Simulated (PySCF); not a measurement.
# C2H6BNSi: the cost of one run

Computed with PySCF 2.14.0, with density-fitted response routines of our own, on a single molecule in the gas phase. Atoms count from 0, in the outputs and in this text.

## 1. The molecule as given

11 atoms, charge 0, multiplicity 1; geometry from: GFN2-xTB. The atoms were then displaced at random by about 0.01 Å, so the start is not that level's minimum.

Bonds of the start (Å): C0–C1 1.24, C1–B2 1.53, B2–N3 1.35, N3–Si4 1.77, C0–H5 1.01, B2–H6 1.19, N3–H7 1.02, Si4–H8 1.45, Si4–H9 1.45, Si4–H10 1.49.

## 2. Relaxing the molecule at PBE0-D3(BJ)/def2-SVP

What the job is given:

```
{"job": {"xc": "PBE0", "basis": "def2-SVP", "d3": "d3bj", "grid": 1, "shake": 0.01, "kind": "geom"}, "charge": 0, "multiplicity": 1}
C      2.453300    -0.800900     0.737250
C      1.635360     0.041200     0.345960
B      0.674010     1.124460    -0.143430
N     -0.623340     0.842690    -0.373640
Si    -1.589790    -0.630410    -0.203980
H      3.116570    -1.492830     1.066650
H      1.110500     2.214520    -0.313480
H     -1.193520     1.630310    -0.693090
H     -0.676550    -1.737780     0.015800
H     -2.373190    -0.760850    -1.417550
H     -2.495230    -0.456260     0.963850
```

The run is started by

```sh
> OMP_NUM_THREADS=1 python probes_run.py task.json out
```

This one command runs all jobs of the session in turn.

Q: Estimate the wall time and peak memory of this first job on 1 thread of Arm Neoverse V1, shared host.

About 28 s, with a peak of 0.42 GiB.
